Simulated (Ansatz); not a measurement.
What does this script print? It uses the Python package of Ansatz (0.2.0).

Script `run_opt.py`:
```python
'''Relax the CH3FSSi molecule.'''

import ansatz as az
import numpy as np


def main() -> None:
    geometry_ang = [
        ('C', (-0.4621, 0.695, -0.0519)),
        ('S', (0.9664, 0.4695, 0.936)),
        ('Si', (1.4799, -1.5552, 0.4657)),
        ('F', (0.5117, -2.1087, -0.5735)),
        ('H', (-1.3013, 0.0357, 0.2049)),
        ('H', (-0.8733, 1.7746, 0.0967)),
        ('H', (-0.2601, 0.6211, -1.1236)),
    ]
    geometry = az.Crystal.molecule()
    for symbol, xyz in geometry_ang:
        geometry = geometry.atom(symbol, xyz)

    base = (
        geometry.calculation()
        .basis(gaussian='def2-SVP')
        .functional('B3LYP', dispersion='d3bj')
    )
    symbols = [site.symbol for site in geometry.cartesian_sites]
    start = np.array([site.position_ang for site in geometry.cartesian_sites], dtype=float)
    rep = base.relax(force_tolerance=0.02, max_steps=100).run(threads=1, backend='cpu').report
    end = np.array(rep['positions_ang'])

    print('reference energy %16.6f eV' % rep['reference_energy_ev'])
    print('total energy     %16.6f eV' % rep['free_energy_ev'])
    print('occupied (up, down):', rep['n_occupied'], ' virtual:', rep['n_virtual'], ' frozen:', rep['n_frozen'])

    print('bond        before    after (A)')
    for i, j in [(0, 1), (0, 4), (0, 5), (0, 6), (1, 2), (2, 3)]:
        d0, d1 = (np.linalg.norm(xyz[i] - xyz[j]) for xyz in (start, end))
        print(f'{symbols[i]}{i}-{symbols[j]}{j}'.ljust(10), f'{d0:8.4f} {d1:8.4f}')

    charges = rep['charge_distribution']
    dipole = np.array(charges['dipole_moment_e_ang']) * 4.803205
    print('dipole (D): {:.3f} {:.3f} {:.3f}, length {:.3f}'.format(*dipole, np.linalg.norm(dipole)))
    print('atom  Mulliken   Lowdin')
    for symbol, m, l in zip(symbols, charges['mulliken_charges_e'], charges['lowdin_charges_e']):
        print(f'{symbol:4s} {m:9.3f} {l:8.3f}')
    with open('ch3fssi_opt.xyz', 'w') as handle:
        handle.write(f'{len(symbols)}\nrelaxed CH3FSSi\n')
        handle.writelines(f'{s:2s} {x:11.6f} {y:11.6f} {z:11.6f}\n' for s, (x, y, z) in zip(symbols, end))


if __name__ == '__main__':
    main()
```

```console
$ python run_opt.py
reference energy    -22509.274930 eV
total energy        -22509.575110 eV
occupied (up, down): [24, 24]  virtual: [55, 55]  frozen: 0
bond        before    after (A)
C0-S1        1.7514   1.8379
C0-H4        1.0977   1.0972
C0-H5        1.1648   1.0985
C0-H6        1.0931   1.0984
S1-Si2       2.1411   2.1596
Si2-F3       1.5244   1.6529
dipole (D): -0.731 0.648 -0.325, length 1.030
atom  Mulliken   Lowdin
C       -0.103   -0.083
S       -0.245    0.163
Si       0.492    0.026
F       -0.356   -0.077
H        0.074   -0.016
H        0.070   -0.007
H        0.069   -0.007
```

File `ch3fssi_opt.xyz` afterwards:
```text
7
relaxed CH3FSSi
C    -0.450395    0.758706   -0.201395
S     1.211544    0.513720    0.544179
Si    1.520659   -1.621232    0.645821
F     0.099365   -2.169475    0.004511
H    -0.912289   -0.211033   -0.425172
H    -1.072648    1.317949    0.510488
H    -0.335035    1.343364   -1.124133
```

These settings explore the input space; basis and method may be short of convergence. The end point is the stationary point reached from this start; no frequency run checks that it is a minimum, and the basis set is modest. The Löwdin charges here are taken after orthogonalising the functions within each atom; they differ from plain Löwdin charges, and their signs can be unphysical. Total less reference energy is the dispersion correction. b3lyp holds the VWN-RPA fit, as in Gaussian; the form of ORCA and Turbomole is b3lyp5. Run time: 76 s on 1 thread of Arm Neoverse V1, on a shared host, peak memory 0.22 GiB.

(Lines on the test bed's own set-up are left out of the output.)
